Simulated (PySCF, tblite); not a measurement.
# C4H7NO2Si: a rotation path, then NMR shifts on frames

Aim: move C4H7NO2Si (`N#C/C=C\CO[SiH2]O`) away from its starting geometry and see how NMR shifts follow the geometry.

Computed with tblite 0.8.0 and PySCF 2.14.0, with density-fitted response routines of our own, on a single molecule in the gas phase. Atoms count from 0, in the outputs and in this text.

**1. The molecule as given**

15 atoms, charge 0, multiplicity 1; geometry from: GFN2-xTB.

Bonds of the start (Å): N0–C1 1.15, C1–C2 1.41, C2–C3 1.33, C3–C4 1.49, C4–O5 1.39, O5–Si6 1.63, Si6–O7 1.61, C2–H8 1.08, C3–H9 1.08, C4–H10 1.10, C4–H11 1.10, Si6–H12 1.46, Si6–H13 1.46, O7–H14 0.95.

**2. The rotation path with GFN2-xTB**

What the job is given:

```
{"job": {"kind": "neb", "xc": "GFN2-xTB", "basis": "xTB", "atoms": [3, 4, 5, 6], "turn": 120}, "charge": 0, "multiplicity": 1}
N     -3.167205     2.043917    -0.670705
C     -2.772506     1.040102    -0.280691
C     -2.305348    -0.192567     0.215852
C     -1.128112    -0.714035    -0.126454
C     -0.164210    -0.084252    -1.079393
O      1.159599    -0.375012    -0.761046
Si     2.005547     0.153707     0.530937
O      3.456505    -0.534861     0.366479
H     -2.976828    -0.697879     0.897037
H     -0.805079    -1.658237     0.287598
H     -0.324805     1.000361    -1.120439
H     -0.343317    -0.492593    -2.084911
H      1.481746    -0.354447     1.792824
H      2.079428     1.613686     0.499379
H      3.800170    -0.739900    -0.499690
```

Method: GFN2-xTB climbing-image nudged elastic band, gas phase.

The run is started by

```console
$ OMP_NUM_THREADS=1 python probes_run.py task.json out
```

The driver reads the jobs from task.json and runs them one after another.

The log of the run:

```text
image   E - E0 / eV
  0       0.0000
  1       0.0106
  2       0.0321
  3       0.0471
  4       0.0488
  5       0.0469
  6       0.0441
  7       0.0339
  8       0.0086
```

Wall time 5.1 s (1 thread of Arm Neoverse V1, shared host); peak memory 0.18 GiB.

The final band, with the dihedral C3–C4–O5–Si6:

```
image  dihedral (°)  energy (eV)  energy (kcal/mol)
    0           -69        0.000                0.0
    1           -52        0.011                0.2
    2           -35        0.032                0.7
    3           -17        0.047                1.1
    4             3        0.049                1.1
    5            23        0.047                1.1
    6            42        0.044                1.0
    7            58        0.034                0.8
    8            71        0.009                0.2
```

**3. Shielding tensors: image 0, PBE0/pcSseg-1**

What the job is given:

```
{"job": {"kind": "nmr", "xc": "PBE0", "basis": "pcSseg-1", "pop": false}, "charge": 0, "multiplicity": 1}
N     -3.167200     2.043900    -0.670700
C     -2.772500     1.040100    -0.280700
C     -2.305300    -0.192600     0.215900
C     -1.128100    -0.714000    -0.126500
C     -0.164200    -0.084300    -1.079400
O      1.159600    -0.375000    -0.761000
Si     2.005500     0.153700     0.530900
O      3.456500    -0.534900     0.366500
H     -2.976800    -0.697900     0.897000
H     -0.805100    -1.658200     0.287600
H     -0.324800     1.000400    -1.120400
H     -0.343300    -0.492600    -2.084900
H      1.481700    -0.354400     1.792800
H      2.079400     1.613700     0.499400
H      3.800200    -0.739900    -0.499700
```

With the program's defaults for keys left out, this is: GIAO PBE0/pcSseg-1 NMR shielding, non-relativistic, gas phase.

The log of the run:

```text
coarse grid: 13544 points
cycle   1  E = -650.5315057023  dE =  1.232e+00  |g| = 9.733e-01  |ddm| = 3.624e+00
cycle   2  E = -650.2185022609  dE =  3.130e-01  |g| = 1.595e+00  |ddm| = 2.034e+00
cycle   3  E = -650.6912334665  dE = -4.727e-01  |g| = 2.591e-01  |ddm| = 1.436e+00
cycle   4  E = -650.7035224540  dE = -1.229e-02  |g| = 1.077e-01  |ddm| = 2.277e-01
cycle   5  E = -650.7058836094  dE = -2.361e-03  |g| = 1.806e-02  |ddm| = 8.931e-02
cycle   6  E = -650.7059530703  dE = -6.946e-05  |g| = 5.292e-03  |ddm| = 1.814e-02
cycle   7  E = -650.7059582115  dE = -5.141e-06  |g| = 1.852e-03  |ddm| = 4.737e-03
final grid: 127776 points
cycle   8  E = -650.7721829800  dE = -2.251e-05  |g| = 1.091e-02  |ddm| = 2.677e-02
cycle   9  E = -650.7721584019  dE =  2.458e-05  |g| = 1.614e-02  |ddm| = 1.852e-02
cycle  10  E = -650.7722039753  dE = -4.557e-05  |g| = 1.278e-03  |ddm| = 1.154e-02
cycle  11  E = -650.7722042997  dE = -3.243e-07  |g| = 5.078e-04  |ddm| = 1.132e-03
cycle  12  E = -650.7722043480  dE = -4.839e-08  |g| = 1.878e-04  |ddm| = 4.710e-04
cycle  13  E = -650.7722043549  dE = -6.846e-09  |g| = 5.012e-05  |ddm| = 1.496e-04
cycle  14  E = -650.7722043554  dE = -4.709e-10  |g| = 1.557e-05  |ddm| = 4.266e-05
converged SCF energy = -650.7722043554

GIAO shielding tensors (ppm)
atom      isotropic    diamagn.    paramagn.     s11        s22        s33       span
  0 N      -64.779     340.078    -404.857   -215.375   -189.380    210.419    425.794
  1 C       67.342     260.549    -193.207    -46.646    -46.066    294.736    341.382
  2 C       82.376     254.245    -171.870    -19.546    103.509    163.164    182.710
  3 C       20.417     257.542    -237.124   -106.083     20.524    146.811    252.894
  4 C      120.705     245.118    -124.413     97.600    111.826    152.689     55.089
  5 O      294.357     397.892    -103.535    266.405    291.699    324.965     58.559
  6 Si     377.513     880.165    -502.652    351.362    371.872    409.304     57.942
  7 O      303.027     385.741     -82.714    259.273    302.372    347.438     88.166
  8 H       26.317      27.888      -1.571     23.026     26.650     29.276      6.251
  9 H       24.674      32.580      -7.906     20.902     24.826     28.295      7.393
 10 H       26.505      32.921      -6.416     22.024     25.416     32.075     10.051
 11 H       26.747      29.015      -2.267     21.707     27.245     31.290      9.584
 12 H       26.873      31.107      -4.235     23.177     25.859     31.581      8.404
 13 H       26.666      30.757      -4.091     23.166     25.110     31.722      8.557
 14 H       29.934      31.292      -1.358     21.726     25.704     42.372     20.646
```

Wall time 29 s (1 thread of Arm Neoverse V1, shared host); peak memory 0.81 GiB.

The references, computed at this level on geometries of the same kind, shield at (ppm): 1H TMS 31.72, 13C TMS 186.9, 29Si TMS 349.2, 15N NH3 267.7, 17O H2O 336.1. Their shielding less the atom's gives the shift. The references are single molecules in the gas phase, so shifts against H2O, NH3, PH3, H3PO4 or CFCl3 are not on the usual liquid scales and can be off by tens of ppm. Each atom is listed at this fixed geometry, with no averaging over motion; a spectrum would average atoms that exchange fast.

```
atoms                                 environment  σ (ppm)  δ (ppm)
   C3                                   alkene CH     20.4    166.5
   C1                              nitrile carbon     67.3    119.6
   C2                                   alkene CH     82.4    104.5
   C4                 allylic sp3 CH2 bonded to O    120.7     66.2
   H9                    hydrogen on an alkene CH    24.67     7.04
   H8                    hydrogen on an alkene CH    26.32     5.40
  H10  hydrogen on an allylic sp3 CH2 bonded to O    26.50     5.21
  H13         hydrogen on a silicon bonded to 2 O    26.67     5.05
  H11  hydrogen on an allylic sp3 CH2 bonded to O    26.75     4.97
  H12         hydrogen on a silicon bonded to 2 O    26.87     4.84
  H14          hydrogen on an oxygen bonded to Si    29.93     1.78
   N0                            nitrile nitrogen    -64.8    332.5
   O5                      oxygen bonded to C, Si    294.4     41.7
   O7                      oxygen bonded to Si, H    303.0     33.1
  Si6                  silicon bonded to 2 O, 2 H    377.5    -28.4
```

Orbitals, density, ELF and potential are computed afterwards from the orbital file.

Frontier orbitals at PBE0/pcSseg-1, with the share of their density that lies nearest to each atom:

```
orbital  energy (eV)                                  lies on
   HOMO        -8.29  C2, C3 about 23 % each; N0 20 %; O5 7 %
   LUMO        -1.78                C3 32 %; C2 20 %; N0 16 %
```

ELF in a plane through or near 5 of the atoms.

Ten even steps from '0' (0.00) to '9' (1.00):
```
0000000000000000000000000000
0000000000000000000000000000
0000000000000000000000000000
0000000000000000000001000000
0000000000000055000123200000
0000000000000299500244420000
0000000000210499801344420000
0000021001562499702554320000
0000476212886567302565310000
0000598522857637413554200000
0000377741786287376641000000
0000257741463053586641000000
0000246520110188466763000000
0000034300000599823785000000
0000000000000799801574000000
0000000000000399500121000000
0000000000000022000000000000
0000000000000000000000000000
0000000000000000000000000000
0000000000000000000000000000
```
The map spans 12.8 Å across and 8.5 Å up, centred on the molecule. Atoms in the plane (x, y in Å): C3 (1.0, -0.7), O5 (-1.1, 0.2), H9 (0.6, -1.7), H10 (0.5, 1.3), H14 (-3.8, 0.1).

On the surface of density 0.002 e/bohr³ the electrostatic potential runs, from the 1st to the 99th percentile, from -1.60 V near N0 to 2.09 V near H14.

**4. Nuclear shieldings: image 2, PBE0/pcSseg-1**

What the job is given:

```
{"job": {"kind": "nmr", "xc": "PBE0", "basis": "pcSseg-1", "pop": false}, "charge": 0, "multiplicity": 1}
N     -3.256100     1.944900    -1.017700
C     -2.782100     1.082400    -0.428800
C     -2.229300     0.010600     0.298300
C     -1.065200    -0.557000    -0.012300
C     -0.181100    -0.127300    -1.134900
O      1.174200    -0.277500    -0.852500
Si     1.947800    -0.076000     0.568100
O      3.491400    -0.415900     0.248100
H     -2.831300    -0.342400     1.124100
H     -0.691600    -1.388100     0.565900
H     -0.392700     0.915300    -1.407500
H     -0.394200    -0.753400    -2.014400
H      1.580400    -1.071900     1.567300
H      1.749400     1.285400     1.065400
H      3.876000    -0.221100    -0.602300
```

Method: GIAO PBE0/pcSseg-1 NMR shielding, non-relativistic, gas phase.

The log of the run:

```text
coarse grid: 13544 points
cycle   1  E = -650.5280480955  dE =  1.249e+00  |g| = 9.741e-01  |ddm| = 3.633e+00
cycle   2  E = -650.2078004469  dE =  3.202e-01  |g| = 1.604e+00  |ddm| = 2.066e+00
cycle   3  E = -650.6879574299  dE = -4.802e-01  |g| = 2.611e-01  |ddm| = 1.465e+00
cycle   4  E = -650.7004560091  dE = -1.250e-02  |g| = 1.088e-01  |ddm| = 2.302e-01
cycle   5  E = -650.7028600628  dE = -2.404e-03  |g| = 1.864e-02  |ddm| = 9.008e-02
cycle   6  E = -650.7029328014  dE = -7.274e-05  |g| = 5.754e-03  |ddm| = 1.860e-02
cycle   7  E = -650.7029390429  dE = -6.241e-06  |g| = 1.944e-03  |ddm| = 5.166e-03
final grid: 127776 points
cycle   8  E = -650.7697464297  dE = -2.382e-05  |g| = 1.094e-02  |ddm| = 3.042e-02
cycle   9  E = -650.7697208735  dE =  2.556e-05  |g| = 1.623e-02  |ddm| = 1.856e-02
cycle  10  E = -650.7697678339  dE = -4.696e-05  |g| = 1.246e-03  |ddm| = 1.164e-02
cycle  11  E = -650.7697681642  dE = -3.303e-07  |g| = 4.203e-04  |ddm| = 1.123e-03
cycle  12  E = -650.7697681947  dE = -3.051e-08  |g| = 2.000e-04  |ddm| = 4.214e-04
cycle  13  E = -650.7697682023  dE = -7.588e-09  |g| = 5.838e-05  |ddm| = 1.605e-04
cycle  14  E = -650.7697682029  dE = -6.914e-10  |g| = 1.742e-05  |ddm| = 5.025e-05
converged SCF energy = -650.7697682029

GIAO shielding tensors (ppm)
atom      isotropic    diamagn.    paramagn.     s11        s22        s33       span
  0 N      -66.567     339.858    -406.425   -217.460   -191.549    209.308    426.768
  1 C       67.557     260.181    -192.625    -46.422    -45.870    294.962    341.384
  2 C       81.520     253.830    -172.310    -19.954    101.679    162.833    182.787
  3 C       23.335     259.300    -235.965   -104.331     21.988    152.347    256.677
  4 C      119.452     243.605    -124.153     98.399    106.911    153.047     54.649
  5 O      299.737     397.010     -97.273    266.516    283.957    348.738     82.222
  6 Si     382.579     879.758    -497.179    360.286    373.401    414.050     53.763
  7 O      303.430     385.233     -81.803    262.949    301.260    346.080     83.131
  8 H       26.324      28.233      -1.909     23.038     26.685     29.250      6.212
  9 H       24.520      33.538      -9.018     20.820     24.161     28.578      7.758
 10 H       26.377      31.953      -5.576     21.753     25.396     31.982     10.228
 11 H       26.638      28.657      -2.019     21.802     27.031     31.082      9.280
 12 H       26.764      30.855      -4.092     22.759     26.020     31.512      8.753
 13 H       26.643      30.925      -4.282     22.937     25.507     31.486      8.549
 14 H       29.916      31.167      -1.251     21.718     25.564     42.466     20.748
```

It took 21 s on 1 thread of Arm Neoverse V1, shared host; peak memory 0.83 GiB.

In short: δ C3 163.6, C1 119.4, C2 105.4, C4 67.5, H9 7.20, H8 5.39 ppm.

[end of part 1 of 2]
